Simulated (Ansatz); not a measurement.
**FePt: further runs on the relaxed cell**

The task here is to estimate one member of a computed series from the others.

Computed with Ansatz 0.2.0 (DFT PBEsol, scalar-relativistic, plane waves, PAW, unless a step's input says otherwise).

## The starting structure

Symmetry: P4/mmm, No. 123, tetragonal system. The conventional cell has a = 2.687 Å, b = 2.687 Å, c = 3.717 Å, α = 90.00°, β = 90.00°, γ = 90.00°. Around Fe (site symmetry 4/mmm) lie 8 Pt at 2.66 Å and 4 Fe at 2.69 Å. Pt (site symmetry 4/mmm) is surrounded by 8 Fe at 2.66 Å and 4 Pt at 2.69 Å.

As a file:

```cif
data_structure
_symmetry_space_group_name_H-M 'P 1'
_symmetry_Int_Tables_number 1
_cell_length_a 2.6868
_cell_length_b 2.6868
_cell_length_c 3.7174
_cell_angle_alpha 90.000
_cell_angle_beta 90.000
_cell_angle_gamma 90.000
_cell_volume 26.84
loop_
_atom_site_label
_atom_site_type_symbol
_atom_site_fract_x
_atom_site_fract_y
_atom_site_fract_z
_atom_site_occupancy
Fe1 Fe 0.00000 0.00000 0.00000 1
Pt1 Pt 0.50000 0.50000 0.50000 1
```

It is the result of an earlier relaxation at this level (volume 13.42 Å³/atom; gap on the mesh: none (metal), site moments up to 2.9 μB).

The first run:

input.yaml reads:

```yaml
crystal:
  lattice:
    - [2.6596423824, 0.0, 0.0]
    - [0.0, 2.6596423824, 0.0]
    - [0.0, 0.0, 3.6798437757]
  atoms:
    - { symbol: Fe, position: [0.0, 0.0, 0.0], spin: 3.17 }
    - { symbol: Pt, position: [0.5, 0.5, 0.5], spin: 0.41 }
basis:
  ecutwfc: 420
kpoints:
  mp_grid: { grid: [16, 16, 12] }
hamiltonian:
  xc: pbesol
scf:
  occupations: { method: gaussian, width: 0.1 }
output:
  forces: true
  stress: true
  eigenvalues: true
  populations: true
magnetization:
  spin_polarized: true
relax:
  adjacent_minimum: "off"
  f_tol: 0.01
  max_steps: 30
  cell: { stress_tol: 0.1, fix: [volume] }
```

The run is started by

```sh
$ ansatz run input.yaml --threads 1 --pin off --max-ram 2560MiB --backend cpu --events-out ev --progress --plain --runs-dir out
```

Among the steps run: Point at V/V0 = 0.97; Point at V/V0 = 1.03; Volume × 0.94; The cell scaled to 1.06 of its volume; Point at V/V0 = 0.91; Volume × 1.10; Point at V/V0 = 0.88.

One of the session's tables, all rows but one given; the rest of the session is left out.

It belongs to the step «Equation of state». 

| volume (Å³/atom) | energy above the lowest point (meV/atom) | pressure (GPa) | largest moment (μB) |
| --- | --- | --- | --- |
| 11.807 | 179.3 | 40.32 | 2.59 |
| 12.210 | 94.2 | 27.52 | 2.68 |
| 12.613 | 39.0 | 16.68 | 2.75 |
| 13.015 | ? | ? | ? |
| 13.418 | 0.0 | 0.00 | 2.88 |
| 13.820 | 8.0 | -6.31 | 2.94 |
| 14.223 | 30.7 | -11.64 | 3.00 |
| 14.759 | 79.8 | -17.34 | 3.07 |

Estimate the missing values for volume (Å³/atom) = 13.015.

Worked estimate for «energy above the lowest point (meV/atom)». A straight line through the neighbours (12.613, 39.0) and (13.418, 0.0) gives 39.0 + (0.0 − 39.0) × (13.015 − 12.613) / (13.418 − 12.613) = 19.5; a parabola fitted to 4 rows on both sides gives 9.0.

As computed: energy above the lowest point (meV/atom): 9.0; pressure (GPa): 7.53; largest moment (μB): 2.81. In «energy above the lowest point (meV/atom)» the line misses by +10.5 and the parabola by 0.0.
